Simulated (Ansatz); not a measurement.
# In (In, A15): the cost of one run

Program: Ansatz 0.2.0. Level of theory: DFT r2SCAN, plane waves (500 eV) with PAW, scalar-relativistic; the PAW data stem from PBE, with regenerated cores. These are calculated values, not measurements.

## Step 1: Starting point

Symmetry: Pm-3n, No. 223, cubic system. The conventional cell has a = 5.936 Å, b = 5.936 Å, c = 5.936 Å, α = 90.00°, β = 90.00°, γ = 90.00°. Around In (site symmetry m-3) lie 12 In at 3.32 Å. In (site symmetry -4m2) is surrounded by 6 In at 2.97 to 3.32 Å.

Structure file:

```cif
data_structure
_symmetry_space_group_name_H-M 'P 1'
_symmetry_Int_Tables_number 1
_cell_length_a 5.9359
_cell_length_b 5.9359
_cell_length_c 5.9359
_cell_angle_alpha 90.000
_cell_angle_beta 90.000
_cell_angle_gamma 90.000
_cell_volume 209.15
loop_
_atom_site_label
_atom_site_type_symbol
_atom_site_fract_x
_atom_site_fract_y
_atom_site_fract_z
_atom_site_occupancy
In1 In 0.00000 0.00000 0.00000 1
In2 In 0.50000 0.50000 0.50000 1
In3 In 0.25000 0.00000 0.50000 1
In4 In 0.75000 0.00000 0.50000 1
In5 In 0.50000 0.25000 0.00000 1
In6 In 0.50000 0.75000 0.00000 1
In7 In 0.00000 0.50000 0.25000 1
In8 In 0.00000 0.50000 0.75000 1
```

## Step 2: Geometry optimisation

input.yaml reads:

```yaml
crystal:
  lattice:
    - [5.9358781157, 0.0, 0.0]
    - [0.0, 5.9358781157, 0.0]
    - [0.0, 0.0, 5.9358781157]
  atoms:
    - { symbol: In, position: [0.0, 0.0, 0.0] }
    - { symbol: In, position: [0.5, 0.5, 0.5] }
    - { symbol: In, position: [0.25, 0.0, 0.5] }
    - { symbol: In, position: [0.75, 0.0, 0.5] }
    - { symbol: In, position: [0.5, 0.25, 0.0] }
    - { symbol: In, position: [0.5, 0.75, 0.0] }
    - { symbol: In, position: [0.0, 0.5, 0.25] }
    - { symbol: In, position: [0.0, 0.5, 0.75] }
hamiltonian:
  xc: r2scan
  pseudopotentials:
    kind: paw
    azcp:
      In: "pseudopotentials/In.paw.azcp"
basis:
  ecutwfc: 500
  fft_grid_basis: typed
kpoints:
  mp_grid: { grid: [5, 5, 5], shift: [0, 0, 0] }
magnetization:
  spin_polarized: false
scf:
  occupations: { method: fermi_dirac, width: 0.1 }
relax:
  max_steps: 60
  f_tol: 0.01
  cell: {}
```

**Question.** How long does this run take on 2 threads of an x86-64 CPU, shared host, and how much memory does it need?

About 53 s, with a peak of 1.1 GiB.
